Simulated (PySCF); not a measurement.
# Al₄⁺: relaxation and vibrations of the quartet

The task is one start of a wider search on Al₄⁺: the quartet, from a rhombus start. It is relaxed, tested by its Hessian and followed downhill if it is a saddle.

Method: PBE0, basis Al def2-TZVP, no relativity, density fitting; program: PySCF 2.14.0.

**1. The starting structure**

4 atoms, charge 1, spin multiplicity 4.

Bond lengths: Al1–Al2 2.520 Å, Al1–Al3 2.520 Å, Al1–Al4 2.520 Å, Al2–Al3 2.520 Å, Al2–Al4 2.520 Å. Angles: Al2–Al1–Al3 60.0°, Al2–Al1–Al4 60.0°, Al3–Al1–Al4 120.0°, Al1–Al2–Al3 60.0°, Al1–Al2–Al4 60.0°, Al3–Al2–Al4 120.0°, Al1–Al3–Al2 60.0°, Al1–Al4–Al2 60.0°.

Coordinates in bohr (charge 1 multiplicity 4):
```
Al    0.0000    2.3811    0.0000
Al    0.0000   -2.3811    0.0000
Al    4.1241    0.0000    0.0000
Al   -4.1241    0.0000    0.0000
```

**2. Finding the electronic state**

One driver script runs all steps and calls PySCF; scf.py shows how it sets up the SCF of each step. The optimiser is the driver's own. After this first run the driver tries any further starts and a stability analysis.

scf.py

```python
from pyscf import gto, scf, dft
mol = gto.M(atom='''
Al     0.000000     1.260000     0.000000
Al     0.000000    -1.260000     0.000000
Al     2.182400     0.000000     0.000000
Al    -2.182400     0.000000     0.000000''',
    basis={'Al': 'def2-TZVP'},
    charge=1, spin=3)
mf = dft.UKS(mol, xc='PBE0')
mf.grids.atom_grid = (50, 194)
aux = {'Al': 'def2-universal-JKFIT'}
mf = mf.density_fit(auxbasis=aux)
mf.conv_tol = 1e-08
mf.diis_space = 10
mf.max_cycle = 60
mf.init_guess = 'minao'
mf.verbose = 4
mf.kernel()
```

Started as:

```sh
$ OMP_NUM_THREADS=4 python axn.py task.json out
```

The runs that follow: Relaxing the quartet from the rhombus start; Frequencies.

**Question.** What will these runs give? Wanted: minimum; geometry; wavenumbers; dipole moment; highest occupied, lowest empty level; polar-tensor charge of Al1; zero-point energy; ⟨S²⟩.

**Answer**, as computed:

| quantity | value |
| --- | --- |
| minimum | quartet, D2h |
| geometry | Al–Al 2.685 Å (×4), Al–Al 3.106 Å; Al–Al–Al 54.7° (×4), Al–Al–Al 70.7° (×2), Al–Al–Al 109.3° (×2) |
| wavenumbers (cm⁻¹) | 43 (b3u), 139 (ag), 179 (b2u), 221 (b1u), 261 (ag), 287 (b3g) |
| dipole moment (centre of mass) | 0.00 D |
| highest occupied, lowest empty level (either spin) | -9.69, -7.81 eV |
| polar-tensor charge of Al1 | +0.12 e |
| zero-point energy | 6.8 kJ/mol |
| entropy at 298.15 K | 348.2 J/(mol K) |
| ⟨S²⟩ | 3.765 |

The molecule stays D2h, as typed, and the end point is a minimum. The strongest infrared band lies at 221 cm⁻¹ (b1u). Other starts or spin states, not run here, may lie lower.
